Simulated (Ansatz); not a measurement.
**Hf (P6_3/mmc): equation of state**

The task here is to estimate one member of a computed series from the others.

Method: DFT PBE, scalar-relativistic, plane waves, PAW, in Ansatz 0.2.0.

## The starting structure

It takes space group P6_3/mmc (No. 194, hexagonal). The conventional cell has a = 3.206 Å, b = 3.206 Å, c = 5.065 Å, α = 90.00°, β = 90.00°, γ = 120.00°. Around Hf (site symmetry -6m2) lie 12 Hf at 3.14 to 3.21 Å.

Structure file:

```cif
data_structure
_symmetry_space_group_name_H-M 'P6_3/mmc'
_symmetry_Int_Tables_number 194
_cell_length_a 3.2058
_cell_length_b 3.2058
_cell_length_c 5.0655
_cell_angle_alpha 90.000
_cell_angle_beta 90.000
_cell_angle_gamma 120.000
_cell_volume 45.08
loop_
_atom_site_label
_atom_site_type_symbol
_atom_site_symmetry_multiplicity
_atom_site_Wyckoff_symbol
_atom_site_fract_x
_atom_site_fract_y
_atom_site_fract_z
_atom_site_occupancy
Hf1 Hf 2 c 0.33333 0.66667 0.25000 1
```

This cell comes from an earlier session at PBE: 22.542 Å³/atom at -0.01 GPa, on a 16×16×10 mesh.

Volume factors to run: 0.980, 1.020, 0.960, 1.040.

The first run:

The input, input.yaml:

```yaml
crystal:
  lattice:
    - [3.1842562413, 0.0, 0.0]
    - [-1.5921281207, 2.7576467971, 0.0]
    - [0.0, 0.0, 5.0314998177]
  atoms:
    - { symbol: Hf, position: [0.3333333333, 0.6666666667, 0.25] }
    - { symbol: Hf, position: [0.6666666667, 0.3333333333, 0.75] }
basis:
  ecutwfc: 420
  ecutrho_ratio: 4
kpoints:
  mp_grid: { grid: [16, 16, 10] }
hamiltonian:
  xc: pbe
scf:
  occupations: { method: gaussian, width: 0.05 }
output:
  forces: true
  stress: true
  eigenvalues: true
relax:
  f_tol: 0.01
  max_steps: 40
  cell: { stress_tol: 0.1, fix: [volume] }
```

Run with:

```bash
$ ansatz run input.yaml --threads 1 --pin off --max-ram 2560MiB --backend cpu --events-out ev --progress --plain --runs-dir out
```

Steps of the session up to this table: Volume × 0.980; At 1.020 of the relaxed volume; At 0.960 of the relaxed volume; Scaling the volume by 1.040.

One of the session's tables, all rows but one given; the rest of the session is left out.

It belongs to the step «Energy and pressure against volume». 

```
volume (Å³/atom)  energy (meV/atom)  pressure (GPa)
          21.640              12.55            4.65
          22.091                  ?               ?
          22.542               0.00           -0.01
          22.993               2.87           -2.02
          23.443              11.13           -3.89
```

Estimate the missing values for volume (Å³/atom) = 22.091.

Worked estimate for «energy (meV/atom)». A straight line through the neighbours (21.640, 12.55) and (22.542, 0.00) gives 12.55 + (0.00 − 12.55) × (22.091 − 21.640) / (22.542 − 21.640) = 6.28; a parabola fitted to 3 rows on both sides gives 3.23.

The run gave: energy (meV/atom): 2.99; pressure (GPa): 2.20. In «energy (meV/atom)» the line misses by +3.29 and the parabola by +0.24.
